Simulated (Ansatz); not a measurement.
# HfH5: the cost of one run

Method: DFT PBE, scalar-relativistic, plane waves, PAW, in Ansatz 0.2.0.

## Step 1: The system as given

Symmetry: Pbam, No. 55, orthorhombic system. The conventional cell has a = 4.335 Å, b = 5.867 Å, c = 5.392 Å, α = 90.00°, β = 90.00°, γ = 90.00°. Hf (site symmetry 2/m) has 4 H at 2.13 Å in its first shell of neighbours. Around H (site symmetry 1) lie 2 H at 1.59 to 1.95 Å and 1 Hf at 2.13 Å. Around H (site symmetry 2/m) lie 4 H at 1.59 Å.

Coordinates:

```cif
data_structure
_symmetry_space_group_name_H-M 'P 1'
_symmetry_Int_Tables_number 1
_cell_length_a 4.3346
_cell_length_b 5.8669
_cell_length_c 5.3921
_cell_angle_alpha 90.000
_cell_angle_beta 90.000
_cell_angle_gamma 90.000
_cell_volume 137.12
loop_
_atom_site_label
_atom_site_type_symbol
_atom_site_fract_x
_atom_site_fract_y
_atom_site_fract_z
_atom_site_occupancy
Hf1 Hf 0.00000 0.00000 0.00000 1
Hf2 Hf 0.50000 0.50000 0.00000 1
H1 H 0.34444 0.31956 0.31954 1
H2 H 0.65556 0.68044 0.31954 1
H3 H 0.15556 0.81956 0.68046 1
H4 H 0.84444 0.18044 0.68046 1
H5 H 0.65556 0.68044 0.68046 1
H6 H 0.34444 0.31956 0.68046 1
H7 H 0.84444 0.18044 0.31954 1
H8 H 0.15556 0.81956 0.31954 1
H9 H 0.00000 0.00000 0.50000 1
H10 H 0.50000 0.50000 0.50000 1
```

Recipe of the guess: random cell by space group and Wyckoff sites (Pbam, No. 55). Its size is a rough estimate.

## Step 2: The guess as it stands, on a coarse mesh

input.yaml

```yaml
crystal:
  lattice:
    - [4.33456747, 0.0, 0.0]
    - [0.0, 5.86690122, 0.0]
    - [0.0, 0.0, 5.39208109]
  atoms:
    - { symbol: Hf, position: [0.0, 0.0, 0.0] }
    - { symbol: Hf, position: [0.5, 0.5, 0.0] }
    - { symbol: H, position: [0.34443516, 0.31956167, 0.319544] }
    - { symbol: H, position: [0.65556484, 0.68043833, 0.319544] }
    - { symbol: H, position: [0.15556484, 0.81956167, 0.680456] }
    - { symbol: H, position: [0.84443516, 0.18043833, 0.680456] }
    - { symbol: H, position: [0.65556484, 0.68043833, 0.680456] }
    - { symbol: H, position: [0.34443516, 0.31956167, 0.680456] }
    - { symbol: H, position: [0.84443516, 0.18043833, 0.319544] }
    - { symbol: H, position: [0.15556484, 0.81956167, 0.319544] }
    - { symbol: H, position: [0.0, 0.0, 0.5] }
    - { symbol: H, position: [0.5, 0.5, 0.5] }
basis:
  ecutwfc: 420
kpoints:
  mp_grid: { grid: [4, 4, 4] }
hamiltonian:
  xc: pbe
scf:
  occupations: { method: gaussian, width: 0.1 }
  lower_state_search: "off"
output:
  forces: true
  stress: true
  eigenvalues: true
```

Started as:

```console
> ansatz run input.yaml --threads 1 --pin off --max-ram 2560MiB --backend cpu --events-out ev --progress --plain --runs-dir out
```

Q: Estimate wall time and peak memory on 1 thread of Intel Xeon at 2.50GHz (Skylake/Cascade Lake), shared host.

About 12 s, with a peak of 0.45 GiB.
